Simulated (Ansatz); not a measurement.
# NiPb26S27 (Galena): the cost of one run

Method: DFT, PBE, plane-wave PAW, default files, scalar-relativistic, as far as a step names no other, in Ansatz 0.2.0.

The COD entry's cell or inner coordinates are ideal or old and differ from later refinements, so a difference from it is no clean test against experiment.

## (1) The starting structure

Symmetry: Fm-3m, No. 225, cubic system. Conventional cell: a = 17.794 Å, b = 17.794 Å, c = 17.794 Å, α = 90.00°, β = 90.00°, γ = 90.00°. Ni (site symmetry m-3m) has 6 S at 2.97 Å in its first shell of neighbours. Pb (site symmetry mm2) is surrounded by 6 S at 2.97 Å. Pb (site symmetry 3m) is surrounded by 6 S at 2.97 Å. Pb (site symmetry 4mm) is surrounded by 6 S at 2.97 Å. S (site symmetry 3m) has 6 Pb at 2.97 Å in its first shell of neighbours. S (site symmetry 4mm) has 5 Pb at 2.97 Å and 1 Ni at 2.97 Å in its first shell of neighbours. S (site symmetry mm2) is surrounded by 6 Pb at 2.97 Å. S (site symmetry m-3m) has 6 Pb at 2.97 Å in its first shell of neighbours.

Structure file:

```xyz
54
Lattice="0.0000 8.8972 8.8972 8.8972 0.0000 8.8972 8.8972 8.8972 0.0000" Properties=species:S:1:pos:R:3 pbc="T T T"
Ni    0.0000    0.0000    0.0000
Pb    2.9657    2.9657    0.0000
Pb    5.9315    5.9315    0.0000
Pb    2.9657    0.0000    2.9657
Pb    5.9315    2.9657    2.9657
Pb    8.8972    5.9315    2.9657
Pb    5.9315    0.0000    5.9315
Pb    8.8972    2.9657    5.9315
Pb   11.8630    5.9315    5.9315
Pb    0.0000    2.9657    2.9657
Pb    2.9657    5.9315    2.9657
Pb    5.9315    8.8972    2.9657
Pb    2.9657    2.9657    5.9315
Pb    5.9315    5.9315    5.9315
Pb    8.8972    8.8972    5.9315
Pb    5.9315    2.9657    8.8972
Pb    8.8972    5.9315    8.8972
Pb   11.8630    8.8972    8.8972
Pb    0.0000    5.9315    5.9315
Pb    2.9657    8.8972    5.9315
Pb    5.9315   11.8630    5.9315
Pb    2.9657    5.9315    8.8972
Pb    5.9315    8.8972    8.8972
Pb    8.8972   11.8630    8.8972
Pb    5.9315    5.9315   11.8630
Pb    8.8972    8.8972   11.8630
Pb   11.8630   11.8630   11.8630
S     2.9658    2.9658    2.9658
S     5.9315    5.9315    2.9658
S     8.8972    8.8972    2.9658
S     5.9315    2.9658    5.9315
S     8.8972    5.9315    5.9315
S    11.8630    8.8972    5.9315
S     8.8972    2.9658    8.8972
S    11.8630    5.9315    8.8972
S    14.8287    8.8972    8.8972
S     2.9658    5.9315    5.9315
S     5.9315    8.8972    5.9315
S     8.8972   11.8630    5.9315
S     5.9315    5.9315    8.8972
S     8.8972    8.8972    8.8972
S    11.8630   11.8630    8.8972
S     8.8972    5.9315   11.8630
S    11.8630    8.8972   11.8630
S    14.8287   11.8630   11.8630
S     2.9658    8.8972    8.8972
S     5.9315   11.8630    8.8972
S     8.8972   14.8287    8.8972
S     5.9315    8.8972   11.8630
S     8.8972   11.8630   11.8630
S    11.8630   14.8287   11.8630
S     8.8972    8.8972   14.8287
S    11.8630   11.8630   14.8287
S    14.8287   14.8287   14.8287
```

Atom 1 of the input is the impurity.

## (2) First run, atoms as given

input.yaml reads:

```yaml
crystal:
  lattice:
    - [0.0, 8.89725, 8.89725]
    - [8.89725, 0.0, 8.89725]
    - [8.89725, 8.89725, 0.0]
  atoms:
    - { symbol: Ni, position: [0.0, 0.0, 0.0], spin: 2.0 }
    - { symbol: Pb, position: [0.0, 0.0, 0.3333333333] }
    - { symbol: Pb, position: [0.0, 0.0, 0.6666666667] }
    - { symbol: Pb, position: [0.0, 0.3333333333, 0.0] }
    - { symbol: Pb, position: [0.0, 0.3333333333, 0.3333333333] }
    - { symbol: Pb, position: [0.0, 0.3333333333, 0.6666666667] }
    - { symbol: Pb, position: [0.0, 0.6666666667, 0.0] }
    - { symbol: Pb, position: [0.0, 0.6666666667, 0.3333333333] }
    - { symbol: Pb, position: [0.0, 0.6666666667, 0.6666666667] }
    - { symbol: Pb, position: [0.3333333333, 0.0, 0.0] }
    - { symbol: Pb, position: [0.3333333333, 0.0, 0.3333333333] }
    - { symbol: Pb, position: [0.3333333333, 0.0, 0.6666666667] }
    - { symbol: Pb, position: [0.3333333333, 0.3333333333, 0.0] }
    - { symbol: Pb, position: [0.3333333333, 0.3333333333, 0.3333333333] }
    - { symbol: Pb, position: [0.3333333333, 0.3333333333, 0.6666666667] }
    - { symbol: Pb, position: [0.3333333333, 0.6666666667, 0.0] }
    - { symbol: Pb, position: [0.3333333333, 0.6666666667, 0.3333333333] }
    - { symbol: Pb, position: [0.3333333333, 0.6666666667, 0.6666666667] }
    - { symbol: Pb, position: [0.6666666667, 0.0, 0.0] }
    - { symbol: Pb, position: [0.6666666667, 0.0, 0.3333333333] }
    - { symbol: Pb, position: [0.6666666667, 0.0, 0.6666666667] }
    - { symbol: Pb, position: [0.6666666667, 0.3333333333, 0.0] }
    - { symbol: Pb, position: [0.6666666667, 0.3333333333, 0.3333333333] }
    - { symbol: Pb, position: [0.6666666667, 0.3333333333, 0.6666666667] }
    - { symbol: Pb, position: [0.6666666667, 0.6666666667, 0.0] }
    - { symbol: Pb, position: [0.6666666667, 0.6666666667, 0.3333333333] }
    - { symbol: Pb, position: [0.6666666667, 0.6666666667, 0.6666666667] }
    - { symbol: S, position: [0.1666666667, 0.1666666667, 0.1666666667] }
    - { symbol: S, position: [0.1666666667, 0.1666666667, 0.5] }
    - { symbol: S, position: [0.1666666667, 0.1666666667, 0.8333333333] }
    - { symbol: S, position: [0.1666666667, 0.5, 0.1666666667] }
    - { symbol: S, position: [0.1666666667, 0.5, 0.5] }
    - { symbol: S, position: [0.1666666667, 0.5, 0.8333333333] }
    - { symbol: S, position: [0.1666666667, 0.8333333333, 0.1666666667] }
    - { symbol: S, position: [0.1666666667, 0.8333333333, 0.5] }
    - { symbol: S, position: [0.1666666667, 0.8333333333, 0.8333333333] }
    - { symbol: S, position: [0.5, 0.1666666667, 0.1666666667] }
    - { symbol: S, position: [0.5, 0.1666666667, 0.5] }
    - { symbol: S, position: [0.5, 0.1666666667, 0.8333333333] }
    - { symbol: S, position: [0.5, 0.5, 0.1666666667] }
    - { symbol: S, position: [0.5, 0.5, 0.5] }
    - { symbol: S, position: [0.5, 0.5, 0.8333333333] }
    - { symbol: S, position: [0.5, 0.8333333333, 0.1666666667] }
    - { symbol: S, position: [0.5, 0.8333333333, 0.5] }
    - { symbol: S, position: [0.5, 0.8333333333, 0.8333333333] }
    - { symbol: S, position: [0.8333333333, 0.1666666667, 0.1666666667] }
    - { symbol: S, position: [0.8333333333, 0.1666666667, 0.5] }
    - { symbol: S, position: [0.8333333333, 0.1666666667, 0.8333333333] }
    - { symbol: S, position: [0.8333333333, 0.5, 0.1666666667] }
    - { symbol: S, position: [0.8333333333, 0.5, 0.5] }
    - { symbol: S, position: [0.8333333333, 0.5, 0.8333333333] }
    - { symbol: S, position: [0.8333333333, 0.8333333333, 0.1666666667] }
    - { symbol: S, position: [0.8333333333, 0.8333333333, 0.5] }
    - { symbol: S, position: [0.8333333333, 0.8333333333, 0.8333333333] }
magnetization:
  spin_polarized: true
kpoints:
  mp_grid: { grid: [2, 2, 2] }
scf:
  occupations: { method: fermi_dirac, width: 0.01 }
hamiltonian:
  xc: pbe
  pseudopotentials: { kind: paw }
output:
  forces: true
  stress: true
  populations: true
  efg:
    quadrupole_moments_barn: { Ni: 0.162, S: -0.0694 }
    contact_densities: true
```

The run is started by

```bash
ansatz run input.yaml --threads 4 --pin off --max-ram 10240MiB --backend cpu --events-out ev --progress --plain --runs-dir out
```

**Question.** How long does this run take on 4 threads of Intel Xeon Platinum 8375C at 2.90GHz (Ice Lake), shared host, and how much memory does it need?

About 2.1 min, with a peak of 8.1 GiB.
